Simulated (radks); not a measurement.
# Shell filling in a hard-walled sphere of radius 1.82 bohr*, N = 11 to 17

Aim: add electrons one at a time to a hard-walled sphere of radius 1.82 bohr*, try the lowest free levels for each, keep the configuration of least energy, and see where shells close.

Method: non-relativistic spin-polarised Kohn-Sham, PBEsol, spherically averaged shells; computed with radks, version 2.

**1. The system**

* well: a hard-walled sphere of radius 1.82 bohr*
* functional: PBEsol
* levels: named by radial order: 1s, 1p, 1d, 2s, 1f and so on
* units: effective atomic units, hartree* and bohr*
* configuration carried in: 1s2 1p6 1d(up 2, down 0) (N = 10, energy 64.891448)

Further steps of the session: N = 11; N = 12; N = 13; Electron number 14; 15 electrons; N = 16; Electron number 17.

What does the calculation give? Wanted: closed shells at N; largest addition energy; most unpaired electrons; configuration at N = 17.

The runs gave:

| quantity | value |
| --- | --- |
| closed shells at N | none in this range |
| largest addition energy | 0.895 hartree* at N = 13 (of N = 11 to 16) |
| most unpaired electrons | 5 at N = 13 |
| configuration at N = 17 | 1s2 1p6 1d(up 5, down 4) |

In words: No closed-shell configuration falls in this range; the second difference peaks at N = 13, where a shell is half full. Among the lowest states kept at each count, up to 5 electrons are unpaired (N = 13), since exchange favours parallel spins. The model keeps every shell spherical, so real clusters and dots, which can deform, may order levels otherwise.
